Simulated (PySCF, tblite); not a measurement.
# C6H6P2: geometry, infrared bands and NMR shifts

Wanted: the infrared bands and NMR shifts of C6H6P2 (`C=Cc1pcccp1`), by calculation.

The runs use tblite 0.8.0 and PySCF 2.14.0, with density-fitted response routines of our own; the level of theory stands in each step. All values are computed, except where a source is named. Atoms count from 0, in the outputs and in this text.

### 1 The molecule as given

14 atoms, charge 0, multiplicity 1; geometry from: force field or distance geometry start.

Bonds of the start (Å): C0–C1 1.34, C1–C2 1.44, C2–P3 1.73, P3–C4 1.73, C4–C5 1.39, C5–C6 1.38, C6–P7 1.75, P7–C2 1.75, C0–H8 1.09, C0–H9 1.07, C1–H10 1.08, C4–H11 1.09, C5–H12 1.09, C6–H13 1.09.

### 2 Relaxing the molecule with GFN2-xTB

What the job is given:

```
{"job": {"kind": "relax", "xc": "GFN2-xTB", "basis": "xTB"}, "charge": 0, "multiplicity": 1}
C      2.989300    -0.376900     0.530400
C      2.224200     0.616500     0.057700
C      0.803900     0.372600    -0.032200
P     -0.006800    -1.095400     0.396300
C     -1.727900    -1.185800     0.214300
C     -2.527700    -0.167000    -0.277100
C     -2.038300     1.067700    -0.668900
P     -0.358500     1.540600    -0.613200
H      2.470600    -1.293800     0.802900
H      4.052400    -0.300000     0.650500
H      2.696400     1.544100    -0.217000
H     -2.186800    -2.134800     0.498200
H     -3.595900    -0.359400    -0.334100
H     -2.795500     1.771100    -1.029900
```

Run with:

```
$ OMP_NUM_THREADS=1 python probes_run.py task.json out
```

The driver reads the jobs from task.json and runs them one after another.

**Question.** This job is followed by: GFN2-xTB harmonic vibrations, gas phase; GIAO PBE0/pcSseg-1 NMR shielding, non-relativistic, gas phase. What will the session give for the following? strongest single infrared mode (GFN2-xTB); zero-point energy (GFN2-xTB); 13C shifts against TMS (PBE0/pcSseg-1, means over atoms taken as alike); 1H shifts against TMS (PBE0/pcSseg-1, means over atoms taken as alike); 31P shifts against H3PO4 (PBE0/pcSseg-1, means over atoms taken as alike).

As calculated:

```
                                                                 quantity                                  value
                                strongest single infrared mode (GFN2-xTB)                   3126 cm⁻¹, 41 km/mol
                                             zero-point energy (GFN2-xTB)                          61.2 kcal/mol
  13C shifts against TMS (PBE0/pcSseg-1, means over atoms taken as alike)  212.8, 162.6, 150.4, 136.4, 118.4 ppm
   1H shifts against TMS (PBE0/pcSseg-1, means over atoms taken as alike)       9.25, 8.12, 7.61, 7.56, 5.60 ppm
31P shifts against H3PO4 (PBE0/pcSseg-1, means over atoms taken as alike)                              263.4 ppm
```

In words: Over 30 steps the energy fell by 0.921 eV; of the close pairs, C2–P3 changed most, 1.731 to 1.752 Å. All 36 modes are real, so the xTB geometry is a minimum. The strongest single mode, at 3126 cm⁻¹, moves mainly H9. GFN2-xTB is a fitted tight-binding method: band positions and strengths are rough. Its intensities can rank the bands wrongly. At PBE0/pcSseg-1: The widest tensor belongs to P3, P7: span 753 ppm, with a paramagnetic part of -914 ppm. NICS(1)zz of -22 ppm above the planar ring from C2 marks a diatropic (aromatic) ring current.
